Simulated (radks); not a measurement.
# Sc⁴⁺ in [Ne] 3s2 3p5: an all-electron calculation

One table from this session's results is given with a row withheld; the runs are named, their logs left out.

Method: non-relativistic Kohn-Sham, exchange-only B88, spin-unpolarised, spherical densities, point nucleus. Code: radks (a radial shooting solver on a logarithmic mesh, Libxc functionals) version 1.

### What is computed

* element: scandium (Z = 21)
* charge: +4
* electrons: 17
* configuration: [Ne] 3s2 3p5

Outer shells as boxes (Hund's rule):

Sc⁴⁺
```
[Ne] core
3s [↑↓]
3p [↑↓][↑↓][↑ ]
```

The first run:

Settings of this run:

```text
Z 21
configuration [Ne] 3s2 3p5
relativity non-relativistic
functional b88,
spin unpolarised
nucleus point
```

Among the steps run: Self-consistent calculation.

One of the session's tables, all rows but one given; the rest of the session is left out.

It belongs to the step «Orbitals and density». Sizes of the orbitals, from the radial functions (bohr):

| level | <r> | outermost maximum (interpolated) | 90 % within | nodes |
| --- | --- | --- | --- | --- |
| 1s | 0.07359 | 0.0484 | 0.131 | 0 |
| 2s | 0.3459 | 0.286 | 0.537 | 1 |
| 2p | 0.3082 | 0.233 | 0.507 | 0 |
| 3s | ? | ? | ? | ? |
| 3p | 1.092 | 0.940 | 1.66 | 1 |

**Question.** Estimate the row for 3s.

**Answer.** <r>: 1.039; outermost maximum (interpolated): 0.915; 90 % within: 1.54; nodes: 2. In the column «<r>» it lies between 2s (0.3459) and 3p (1.092).

Limits of these values: Spin polarisation and multiplet splitting are left out.
